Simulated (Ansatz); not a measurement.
# HfRu3: the cost of one run

Program: Ansatz 0.2.0 through its Python package. The levels of theory stand in the script. These are calculated values, not measurements.

## 1. The system

The structure is cubic, space group Pm-3m (No. 221). Conventional cell: a = 3.956 Å, b = 3.956 Å, c = 3.956 Å, α = 90.00°, β = 90.00°, γ = 90.00°. Around Hf (site symmetry m-3m) lie 12 Ru at 2.80 Å. Ru (site symmetry 4/mmm) is surrounded by 4 Hf at 2.80 Å and 8 Ru at 2.80 Å.

The script holds or builds the structure itself.

## 2. The script

run_lattice.py

```python
'''Relaxed cell of HfRu3 under several functionals.'''

import ansatz as az
import numpy as np
from pymatgen.core import Lattice, Structure
from pymatgen.io.ase import AseAtomsAdaptor

def edges_and_angles(cell):
    cell = np.asarray(cell)
    a, b, c = np.linalg.norm(cell, axis=1)
    cosines = cell[1] @ cell[2] / (b * c), cell[0] @ cell[2] / (a * c), cell[0] @ cell[1] / (a * b)
    return (a, b, c, *np.degrees(np.arccos(cosines)))

pmg_structure = Structure(
    Lattice([[3.955773, 0.0, 0.0], [0.0, 3.955773, 0.0], [0.0, 0.0, 3.955773]]),
    ['Hf', 'Ru', 'Ru', 'Ru'],
    [
        [0.0, 0.0, 0.0],
        [0.5, 0.5, 0.0],
        [0.5, 0.0, 0.5],
        [0.0, 0.5, 0.5],
    ],
)
structure = az.Crystal.from_ase(AseAtomsAdaptor.get_atoms(pmg_structure))

calculation = (
    structure.calculation()
    .basis(380)
    .accuracy('medium')
    .kpoints(5, shift=0.5)
    .occupations('fermi_dirac')
    .relax(cell=True, force_tolerance=0.001, max_displacement=0.05)
)

levels = [('pbesol', 'none'), ('pbe', 'd4'), ('revpbe', 'd3bj')]
print('level            a       b       c    alpha   beta  gamma  V/atom  steps')
for name, dispersion in levels:
    seen = []
    run = calculation.functional(name, dispersion=dispersion).session().plan()
    outcome = run.execute(on_event=lambda e: seen.append(e) if e['event'] == 'relax_step' else None)
    cell = outcome.lattice.cell_ang
    label = name if dispersion == 'none' else f'{name}+{dispersion}'
    print('{:13s} {:7.4f} {:7.4f} {:7.4f} {:6.2f} {:6.2f} {:6.2f}'.format(label, *edges_and_angles(cell)), f'{abs(np.linalg.det(cell)) / len(outcome.lattice.sites):7.3f} {len(seen):5d}')
```

## 3. What the engine is handed

The package turns the script's settings into the engine's input (first run):

```yaml
crystal:
  lattice:
    - [3.955773, 0.0, 0.0]
    - [0.0, 3.955773, 0.0]
    - [0.0, 0.0, 3.955773]
  atoms:
    - { symbol: Hf, position: [0.0, 0.0, 0.0] }
    - { symbol: Ru, position: [0.5, 0.5, 0.0] }
    - { symbol: Ru, position: [0.5, 0.0, 0.5] }
    - { symbol: Ru, position: [0.0, 0.5, 0.5] }
accuracy: medium
basis:
  ecutwfc: 380.0
kpoints:
  mp_grid:
    grid: [5, 5, 5]
    shift: [0.5, 0.5, 0.5]
hamiltonian:
  xc: pbesol
  dispersion: none
scf:
  occupations:
    method: fermi_dirac
relax:
  f_tol: 0.001
  max_displacement: 0.05
  cell: {}
```

## 4. Launch

Launch:

```bash
> python run_lattice.py
```

Q: Estimate wall time and peak memory on 1 thread of Arm Neoverse V1, shared host.

About 38 s, with a peak of 0.49 GiB.
